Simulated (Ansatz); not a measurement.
La2Co2Si, 5 atoms in the cell. The typed cell holds 5 atoms: a = 3.797 Å, b = 4.193 Å, c = 6.806 Å, α = 90.32°, β = 105.26°, γ = 90.13°. The cell comes from a database or a generator and needn't be the stable form of this composition.

```yaml
Program: Ansatz 0.2.0
Task: single point
Functional: PBE
Potentials_or_basis: Ansatz PAW
Cutoff: "420 eV (not typed: the program's choice for these potentials)"
k_mesh: 7 × 6 × 4
Occupations: fermi-dirac, width 0.05 eV
Spin: collinear spin, ferromagnetic start
Starting_moments: "[0.0, 0.0, 3.5, 3.5, 0.0] μB"
```

Potentials or basis: Ansatz PAW.

Launch:

```console
$ ansatz run input.yaml --threads 2 --pin off --max-ram 5120MiB --backend cpu --events-out ev --progress --plain --runs-dir out
```

Hardware: 2 threads of Intel(R) Xeon(R) Processor @ 2.70GHz (shared host).

**Question.** Estimate the wall time of this run.

**Answer.** Run time: 85 s on 2 threads of Intel(R) Xeon(R) Processor @ 2.70GHz, with other jobs on the host, peak memory 0.83 GiB. Counts: scf iterations 15, plane waves 2045, k points 86, bands 41.
